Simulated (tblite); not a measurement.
# C3H11ClGeSi2: the cost of one run

Programs: tblite 0.8.0 and PySCF 2.14.0, with density-fitted response routines of our own. Each step states its level of theory. These are calculated values for one molecule in the gas phase, unless marked as measured. Atoms count from 0, in the outputs and in this text.

**1. The molecule as given**

18 atoms, charge 0, multiplicity 1; geometry from: force field or distance geometry start.

Bonds of the start (Å): C0–C1 1.50, C1–Si2 1.85, Si2–C3 1.87, C3–Si4 1.88, Si4–Ge5 2.29, Ge5–Cl6 2.16, Si4–C1 1.89, C0–H7 1.12, C0–H8 1.11, C0–H9 1.11, C1–H10 1.10, Si2–H11 1.47, Si2–H12 1.47, C3–H13 1.10, C3–H14 1.11, Si4–H15 1.46, Ge5–H16 1.57, Ge5–H17 1.54.

**2. Optimising the geometry with GFN2-xTB**

What the job is given:

```
{"job": {"kind": "relax", "xc": "GFN2-xTB", "basis": "xTB"}, "charge": 0, "multiplicity": 1}
C     -0.044100     2.174600     0.081200
C     -0.376900     0.869400    -0.572000
Si    -2.038400     0.134900    -0.197300
C     -1.184700    -1.521300    -0.338400
Si     0.300000    -0.621200     0.381100
Ge     2.337600    -1.189500    -0.490100
Cl     3.404100    -2.636300     0.715400
H      0.037100     2.105100     1.200200
H      0.976000     2.471400    -0.256500
H     -0.722900     3.003100    -0.221800
H     -0.072400     0.758800    -1.626900
H     -3.067500     0.308700    -1.229200
H     -2.481300     0.340800     1.192700
H     -1.611900    -2.295200     0.323100
H     -1.075100    -1.808400    -1.401100
H      0.192500    -0.527500     1.836300
H      3.199500     0.118700    -0.522500
H      2.219600    -1.679800    -1.945000
```

Started as:

```console
OMP_NUM_THREADS=1 python probes_run.py task.json out
```

This one command runs all jobs of the session in turn.

Q: Estimate the wall time and peak memory of this first job on 1 thread of Arm Neoverse N1, shared host.

About 2.6 s, with a peak of 0.18 GiB.
